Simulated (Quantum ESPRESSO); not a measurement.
Input of a Quantum ESPRESSO 7.5 run:

The input pw.in:

```
&CONTROL
  calculation = 'relax'
  prefix = 'pwscf'
  outdir = './tmp'
  pseudo_dir = './pseudo'
  tprnfor = .true.
  disk_io = 'low'
  nstep = 40
  forc_conv_thr = 0.0004
  etot_conv_thr = 1d-05
/
&SYSTEM
  ibrav = 0
  nat = 3
  ntyp = 2
  ecutwfc = 56
  ecutrho = 448
  nbnd = 19
  occupations = 'smearing'
  smearing = 'mp'
  degauss = 0.00734986
/
&ELECTRONS
  conv_thr = 6d-10
  electron_maxstep = 120
  mixing_beta = 0.5
/
&IONS
  ion_dynamics = 'bfgs'
/
ATOMIC_SPECIES
Co    58.9332 co_pbe_v1.2.uspp.F.UPF
Si    28.0850 si_pbe_v1.uspp.F.UPF
CELL_PARAMETERS angstrom
   2.1814998310    0.0000000000    3.0541937551
  -1.0907499155    1.8892342720    3.0541937551
  -1.0907499155   -1.8892342720    3.0541937551
ATOMIC_POSITIONS crystal
Co     0.0000000000    0.0000000000    0.0000000000
Si     0.2500000000    0.2500000000    0.2500000000
Si     0.7500000000    0.7500000000    0.7500000000
K_POINTS automatic
16 16 16 0 0 0
```

Potentials or basis: GBRV 1.5 PBE.

Command:

```bash
$ OMP_NUM_THREADS=1 pw.x -in pw.in > pw.out
```

(1) Estimate the energy gained by relaxing.

(2) Estimate the band gap on the k mesh.

Results:

(1) 0.4 meV/atom.

(2) none (metal or under the smearing width).
